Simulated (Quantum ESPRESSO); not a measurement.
# Cu under changes of volume

One of the cells (11.859 Å³/atom); the others are scaled copies at fixed shape and fractional positions:

```
Cu
1.0
     0.00000    1.81000    1.81000
     1.81000    0.00000    1.81000
     1.81000    1.81000    0.00000
Cu
1
Cartesian
  0.0000 0.0000 0.0000
```

The cell was built by a generator and needn't be a form met in nature.

| Property | Result |
| --- | --- |
| Program | Quantum ESPRESSO 7.5 |
| Functional | LDA |
| Potentials or basis | GBRV 1.5 LDA |
| Cutoff | 762 eV |
| Density cutoff | 6095 eV |
| k mesh | 20 × 20 × 20 |
| Occupations | methfessel-paxton, width 0.2 eV |
| Spin | no spin polarisation |

```csv
volume (Å³/atom),energy over the lowest point (meV/atom),pressure (GPa)
11.148,0.00,-4.0
11.385,7.72,-7.4
11.622,20.12,-10.3
11.859,36.65,-13.0
12.097,?,?
12.334,80.06,-17.2
12.571,106.13,-19.0
```

Q: What does the run at 12.097 Å³/atom give?

A: Energy over the lowest point 56.73 meV/atom; pressure -15.3 GPa.

Worked out: A Birch-Murnaghan fit of order 3 (a polynomial in V^(-2/3)) to the other rows has its minimum at 10.93 Å³/atom, just outside them, with B0 = V·E''(V) = 186 GPa and B' = 4.9. It gives 56.81 meV/atom at 12.097 Å³/atom, against the run's 56.73, and -dE/dV = -14.7 GPa, against -15.3.

Energies are extrapolated to zero smearing.
